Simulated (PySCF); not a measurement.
# Tl(SH): other spin states, a change of charge and excitations

How does Tl(SH) respond at fixed geometry? The runs cover other spin states, a change of charge and excitations. It is a constructed species; whether it can be made isn't addressed.

Method: PBE, Tl def2-SVP with ECP60, S def2-SVP, H def2-SVP; scalar-relativistic core potentials, no spin–orbit coupling; program: PySCF 2.14.0.

3 further runs of the same task are left out: 2 for a known fault of the program, 1 that didn't finish. Runs told in other sessions of the task aren't counted.

### 1 Where the work starts

3 atoms, charge 0, spin multiplicity 1.

Bond lengths: Tl1–S2 2.628 Å, S2–H3 1.365 Å. Angles: Tl1–S2–H3 89.9°.

Geometry (Å):

| atom | x (Å) | y (Å) | z (Å) |
| --- | --- | --- | --- |
| Tl1 | 0.1003 | 0.0000 | -0.1762 |
| S2 | -0.0893 | 0.0000 | 2.4454 |
| H3 | 1.2726 | 0.0000 | 2.5415 |

Formal oxidation states: Tl +1. An earlier session relaxed this geometry at PBE, Tl def2-SVP with ECP60, S def2-SVP, H def2-SVP (singlet, point group Cs).

Its energy there is -571.090915 Eh.

### 2 Multiplicity 3 at the relaxed geometry

Input file run.py (the lines that set the calculation):

```python
mol = gto.M(atom='''
Tl     0.10026     0.00000    -0.17622
S     -0.08935     0.00000     2.44542
H      1.27257     0.00000     2.54150''',
    basis={'Tl': 'def2-SVP', 'S': 'def2-SVP', 'H': 'def2-SVP'},
    ecp={'Tl': 'def2-SVP'},
    charge=0, spin=2)
mf = dft.UKS(mol, xc='PBE')
mf.grids.atom_grid = (50, 194)
mf = mf.density_fit()  # fitting sets: Tl def2-universal-JKFIT, S def2-universal-JKFIT, H def2-universal-JKFIT
mf.conv_tol = 1e-08; mf.max_cycle = 55
mf.kernel(dm0)  # dm0: free metal ions and neutral atoms
```

On the command line:

```sh
OMP_NUM_THREADS=2 python run.py
```

The program printed:

```text
init E= -583.818373746311
cycle= 1 E= -567.186234114465  delta_E= 16.6  |g|= 1.96  |ddm|= 2.98
cycle= 2 E= -505.102082201535  delta_E= 62.1  |g|= 5.64  |ddm|= 10.1
cycle= 3 E= -569.680593293653  delta_E= -64.6  |g|= 1.14  |ddm|= 9.22
cycle= 4 E= -570.901918060849  delta_E= -1.22  |g|= 0.395  |ddm|= 2.97
cycle= 5 E= -570.973786838104  delta_E= -0.0719  |g|= 0.0746  |ddm|= 0.747
cycle= 6 E= -570.977100164433  delta_E= -0.00331  |g|= 0.0269  |ddm|= 0.204
cycle= 7 E= -570.977615545113  delta_E= -0.000515  |g|= 0.00829  |ddm|= 0.0562
cycle= 8 E= -570.977673269429  delta_E= -5.77e-05  |g|= 0.00164  |ddm|= 0.0128
cycle= 9 E= -570.977675400443  delta_E= -2.13e-06  |g|= 0.000847  |ddm|= 0.00437
cycle= 10 E= -570.977676079404  delta_E= -6.79e-07  |g|= 0.000253  |ddm|= 0.00156
cycle= 11 E= -570.977676146757  delta_E= -6.74e-08  |g|= 0.000121  |ddm|= 0.000692
cycle= 12 E= -570.977676158476  delta_E= -1.17e-08  |g|= 2.84e-05  |ddm|= 0.000236
cycle= 13 E= -570.977676159343  delta_E= -8.68e-10  |g|= 4.18e-06  |ddm|= 7.83e-05
Extra cycle  E= -570.977676159293  delta_E= 5.06e-11  |g|= 8.5e-06  |ddm|= 2.82e-05
converged SCF energy = -570.977676159293  <S^2> = 2.0034756  2S+1 = 3.0023162
```

Wall time 1.3 s (2 threads of Arm Neoverse V1, shared host).

Read off: E = -570.977676 Eh (+3.081 eV from the relaxed state), HOMO -2.73 eV, LUMO -6.07 eV (over both spins), ⟨S²⟩ = 2.003, Mulliken charge on Tl1 -0.05 e. An empty level of one spin lies below a filled level of the other.

### 3 One electron removed, multiplicity 2

Changes to run.py (the lines that set the calculation) since step 2:

```diff
@@ -6,3 +6,3 @@
     ecp={'Tl': 'def2-SVP'},
-    charge=0, spin=2)
+    charge=1, spin=1)
 mf = dft.UKS(mol, xc='PBE')
@@ -11,2 +11,2 @@
 mf.conv_tol = 1e-08; mf.max_cycle = 55
-mf.kernel(dm0)  # dm0: free metal ions and neutral atoms
+mf.kernel(dm0)  # dm0: the density of the relaxed state
```

On the command line:

```sh
OMP_NUM_THREADS=2 python run.py
```

The program printed:

```text
init E= -571.096203179126
  HOMO = -0.192330709664  LUMO = -0.187093531114  gap/eV = 0.14251
cycle= 1 E= -570.72231310519  delta_E= 0.374  |g|= 0.242  |ddm|= 0.677
  HOMO = -0.49821357022  LUMO = -0.491709107524  gap/eV = 0.17700
cycle= 2 E= -570.52281732555  delta_E= 0.199  |g|= 0.524  |ddm|= 1.59
  HOMO = -0.451359198694  LUMO = -0.449548127204  gap/eV = 0.04928
cycle= 3 E= -570.774197291272  delta_E= -0.251  |g|= 0.0724  |ddm|= 1.61
  HOMO = -0.439696242161  LUMO = -0.435902623706  gap/eV = 0.10323
cycle= 4 E= -570.761440166076  delta_E= 0.0128  |g|= 0.134  |ddm|= 1.23
  HOMO = -0.434255582937  LUMO = -0.432512861786  gap/eV = 0.04742
cycle= 5 E= -570.776082194008  delta_E= -0.0146  |g|= 0.0428  |ddm|=  1.2
cycle= 6 E= -570.770713010024  delta_E= 0.00537  |g|= 0.0937  |ddm|= 1.17
cycle= 7 E= -570.773527221021  delta_E= -0.00281  |g|= 0.078  |ddm|= 0.0395
  HOMO = -0.432122559771  LUMO = -0.430974666889  gap/eV = 0.03124
cycle= 8 E= -570.777060843861  delta_E= -0.00353  |g|= 0.0542  |ddm|= 0.0637
  HOMO = -0.429302625302  LUMO = -0.426459980474  gap/eV = 0.07735
cycle= 9 E= -570.780256901671  delta_E= -0.0032  |g|= 0.00548  |ddm|= 0.122
  HOMO = -0.429356742857  LUMO = -0.426206786706  gap/eV = 0.08571
cycle= 10 E= -570.780287415677  delta_E= -3.05e-05  |g|= 0.00151  |ddm|= 0.0115
  HOMO = -0.429403321292  LUMO = -0.426211485438  gap/eV = 0.08685
cycle= 11 E= -570.780289640474  delta_E= -2.22e-06  |g|= 0.000256  |ddm|= 0.00258
  HOMO = -0.429400009987  LUMO = -0.426196315794  gap/eV = 0.08718
cycle= 12 E= -570.780289716872  delta_E= -7.64e-08  |g|= 4.84e-05  |ddm|= 0.000535
  HOMO = -0.429395357506  LUMO = -0.426190046589  gap/eV = 0.08722
cycle= 13 E= -570.780289718916  delta_E= -2.04e-09  |g|= 2.46e-05  |ddm|= 0.000161
  HOMO = -0.429407759443  LUMO = -0.42619791661  gap/eV = 0.08734
Extra cycle  E= -570.780289717899  delta_E= 1.02e-09  |g|= 4.28e-05  |ddm|= 0.000132
converged SCF energy = -570.780289717899  <S^2> = 0.75320464  2S+1 = 2.0032021
```

Run time: 0.9 s. Hardware: 2 threads of Arm Neoverse V1, shared host.

Read off: E = -570.780290 Eh (+8.453 eV from the relaxed state), HOMO -11.68 eV, LUMO -11.60 eV (over both spins), ⟨S²⟩ = 0.753, Mulliken charge on Tl1 +0.80 e. 

### 4 One electron added, multiplicity 2

Changes to run.py (the lines that set the calculation) since step 3:

```diff
@@ -6,3 +6,3 @@
     ecp={'Tl': 'def2-SVP'},
-    charge=1, spin=1)
+    charge=-1, spin=1)
 mf = dft.UKS(mol, xc='PBE')
```

On the command line:

```sh
OMP_NUM_THREADS=2 python run.py
```

The program printed:

```text
init E= -571.095674703193
  HOMO = -0.090690771873  LUMO = -0.0876906329545  gap/eV = 0.08164
cycle= 1 E= -571.072800168502  delta_E= 0.0229  |g|= 0.12  |ddm|= 0.799
  HOMO = 0.118530236101  LUMO = 0.140183558775  gap/eV = 0.58922
cycle= 2 E= -571.070075126794  delta_E= 0.00273  |g|= 0.168  |ddm|= 0.864
  HOMO = 0.0945152768419  LUMO = 0.119006992072  gap/eV = 0.66645
cycle= 3 E= -571.091758304466  delta_E= -0.0217  |g|= 0.0324  |ddm|= 0.356
  HOMO = 0.0884748627747  LUMO = 0.11314653457  gap/eV = 0.67135
cycle= 4 E= -571.092143845891  delta_E= -0.000386  |g|= 0.0206  |ddm|= 0.0918
  HOMO = 0.0859678511284  LUMO = 0.111565907651  gap/eV = 0.69656
cycle= 5 E= -571.092501992886  delta_E= -0.000358  |g|= 0.00293  |ddm|= 0.0401
  HOMO = 0.0857507743915  LUMO = 0.111496025431  gap/eV = 0.70056
cycle= 6 E= -571.092510327906  delta_E= -8.34e-06  |g|= 0.000752  |ddm|= 0.00687
  HOMO = 0.0857186148019  LUMO = 0.111501673525  gap/eV = 0.70159
cycle= 7 E= -571.092510754058  delta_E= -4.26e-07  |g|= 0.000215  |ddm|= 0.00151
  HOMO = 0.0857138679236  LUMO = 0.111505836767  gap/eV = 0.70184
cycle= 8 E= -571.092510804633  delta_E= -5.06e-08  |g|= 6.12e-05  |ddm|= 0.000565
  HOMO = 0.0857148762876  LUMO = 0.111510371924  gap/eV = 0.70193
cycle= 9 E= -571.092510808424  delta_E= -3.79e-09  |g|= 2.08e-05  |ddm|= 0.000154
  HOMO = 0.0857164047344  LUMO = 0.111511189961  gap/eV = 0.70191
Extra cycle  E= -571.092510807691  delta_E= 7.33e-10  |g|= 3.66e-05  |ddm|= 9.14e-05
converged SCF energy = -571.092510807691  <S^2> = 0.7519595  2S+1 = 2.0019585
```

Run time: 0.7 s. Hardware: 2 threads of Arm Neoverse V1, shared host.

It gives: E = -571.092511 Eh (-0.043 eV from the relaxed state), HOMO 2.33 eV, LUMO 2.77 eV (over both spins), ⟨S²⟩ = 0.752, Mulliken charge on Tl1 -0.59 e. The highest filled level lies above zero; it isn't the detachment energy.

### 5 Singlet excitations, Tamm-Dancoff B3LYP

Changes to run.py (the lines that set the calculation) since step 4:

```diff
@@ -6,4 +6,4 @@
     ecp={'Tl': 'def2-SVP'},
-    charge=-1, spin=1)
-mf = dft.UKS(mol, xc='PBE')
+    charge=0, spin=0)
+mf = dft.RKS(mol, xc='B3LYP')
 mf.grids.atom_grid = (50, 194)
```

On the command line:

```sh
OMP_NUM_THREADS=2 python run.py
```

The program printed:

```text
init E= -571.310155175782
  HOMO = -0.223498660099375  LUMO = -0.0730446521203013  gap/eV = 4.09406
cycle= 1 E= -571.310878513767  delta_E= -0.000723  |g|= 0.0209  |ddm|= 0.14
  HOMO = -0.215370118955901  LUMO = -0.0758266880123534  gap/eV = 3.79717
cycle= 2 E= -571.310605816611  delta_E= 0.000273  |g|= 0.0327  |ddm|= 0.0805
  HOMO = -0.221063387860676  LUMO = -0.0746740288093789  gap/eV = 3.98346
cycle= 3 E= -571.311041509582  delta_E= -0.000436  |g|= 0.00313  |ddm|= 0.053
  HOMO = -0.220804591440875  LUMO = -0.0748451561006167  gap/eV = 3.97176
cycle= 4 E= -571.31104466375  delta_E= -3.15e-06  |g|= 0.000441  |ddm|= 0.00548
  HOMO = -0.220798862285802  LUMO = -0.0748322687177733  gap/eV = 3.97195
cycle= 5 E= -571.311044723995  delta_E= -6.02e-08  |g|= 0.00011  |ddm|= 0.000768
  HOMO = -0.220799150907761  LUMO = -0.0748274312292889  gap/eV = 3.97209
cycle= 6 E= -571.311044728534  delta_E= -4.54e-09  |g|= 2.91e-05  |ddm|= 0.00023
  HOMO = -0.220795026080906  LUMO = -0.0748318699629334  gap/eV = 3.97186
Extra cycle  E= -571.311044728563  delta_E= -2.85e-11  |g|= 2.93e-05  |ddm|= 9.95e-05
converged SCF energy = -571.311044728563
```

Wall time 3.1 s (2 threads of Arm Neoverse V1, shared host).

Result: E = -571.311045 Eh, HOMO -6.01 eV, LUMO -2.04 eV, Mulliken charge on Tl1 +0.31 e. 

Singlet excitations:

| state | energy (eV) | oscillator strength |
| --- | --- | --- |
| 1 | 3.03 | 0.0003 |
| 2 | 3.19 | 0.0198 |
| 3 | 3.45 | 0.0181 |
| 4 | 3.83 | 0.0226 |
| 5 | 5.08 | 0.0104 |
| 6 | 6.11 | 0.3561 |
| 7 | 6.28 | 0.0047 |
| 8 | 6.60 | 0.0632 |

### 6 Results

| state | energy from the relaxed state (eV) | ⟨S²⟩ | time |
| --- | --- | --- | --- |
| charge 0, singlet, vacuum (relaxed) | 0 | 0.00 |  |
| charge -1, doublet, vacuum | -0.04 | 0.75 | 0.7 s |
| charge 0, triplet, vacuum | 3.08 | 2.00 | 1.3 s |
| charge +1, doublet, vacuum | 8.45 | 0.75 | 0.9 s |

An electron taken off or put on is at rest in vacuum. 

In the excitation run (B3LYP), the lowest singlet lies at 3.03 eV (gaps between orbitals at other levels can't be set against it), and the brightest of the eight at 6.11 eV (f = 0.356); spin–orbit coupling would mix in triplets. Removing an electron vertically costs 8.45 eV (doublet), against −HOMO = 5.18 eV. Adding an electron vertically releases 0.04 eV (doublet). The triplet lies 3.08 eV above at this geometry. The bases are small and lack diffuse functions. Spin–orbit coupling is left out.
